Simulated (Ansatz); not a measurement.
# AlCo (Pm-3m): equation of state with a fit, by script

Where is the equilibrium volume of AlCo (Pm-3m), and how stiff is it? The task is an equation of state with a fit, for AlCo (Pm-3m).

All numbers are computed with the Python package of Ansatz 0.2.0. Level of theory: DFT PBE, plane waves, PAW.

## (1) The structure

The structure is cubic, space group Pm-3m (No. 221). The conventional cell has a = 2.819 Å, b = 2.819 Å, c = 2.819 Å, α = 90.00°, β = 90.00°, γ = 90.00°. Al (site symmetry m-3m) is surrounded by 8 Co at 2.44 Å. Co (site symmetry m-3m) is surrounded by 8 Al at 2.44 Å.

No structure file is read: the coordinates are typed or built in the script.

## (2) Script

Input file eos.py:

```python
"""Energy against volume for AlCo, with a fit."""

import ansatz
import numpy as np
from pymatgen.analysis.eos import EOS

VECTORS = np.array([
    [2.81940321, 0.0, 0.0],
    [0.0, 2.81940321, 0.0],
    [0.0, 0.0, 2.81940321],
])
SITES = [
    ("Al", [0.0, 0.0, 0.0], 0.0),
    ("Co", [0.5, 0.5, 0.5], 3.2),
]


def make_crystal(cell):
    crystal = ansatz.Crystal(lattice=ansatz.Lattice.of(cell))
    for symbol, position, moment in SITES:
        crystal = crystal.atom(symbol, position, moment=moment or None)
    return crystal


def main() -> None:
    # uniform scaling of the cell
    volumes, energies = [], []
    for scale in np.linspace(0.95, 1.07, 5):
        cell = VECTORS * scale ** (1 / 3)
        job = make_crystal(cell).calculation()
        job = job.occupations("Fermi-Dirac", width=100 * ansatz.meV).spin("collinear")
        job = job.basis(500)
        job = job.kpoints(12, 12, 12)
        rep = job.run().report
        volumes.append(abs(np.linalg.det(cell)) / len(SITES))
        energies.append(rep["free_energy_ev"] / len(SITES))
        print(f"V = {volumes[-1]:8.4f} A^3/atom  F = {energies[-1]:.5f} eV/atom")

    for form in ["murnaghan", "birch_murnaghan"]:
        fit = EOS(eos_name=form).fit(volumes, energies)
        print(f"{form:18s} V0 {fit.v0:8.4f} A^3/atom  B0 {fit.b0_GPa:7.1f} GPa  B1 {fit.b1:5.2f}")


if __name__ == "__main__":
    main()
```

## (3) Running it

Command:

```console
$ python eos.py
```

**Question.** Estimate the equilibrium volume and the bulk modulus.

**Answer**, as computed:

| quantity | value |
| --- | --- |
| runs compared | 5 |
| range of energy | 51.79 meV/atom |
| lowest point, volume (Å³/atom) | 11.654 |
| equilibrium volume (fit) | 11.61 Å³/atom |
| bulk modulus (fit) | 178 GPa |

What this shows: A third-order Birch-Murnaghan fit through the 5 points has its minimum at 11.61 Å³ an atom, 3.6 % above the typed cell, with a bulk modulus of 178 GPa and dB/dP = 4.3. From that minimum the energy rises by 51.9 meV an atom on the compressed side and 6.6 meV on the expanded side. Caveats:
- The SCF didn't keep the moments it started from (some shrank, vanished or turned); what is printed is the state reached.
- No functional is typed, so the default, PBE, holds.
- This cell is a computed structure, which may not be the phase found in nature. The starting moments were not kept in at least one run, so it stands on a weaker or other magnetic state than the one typed.
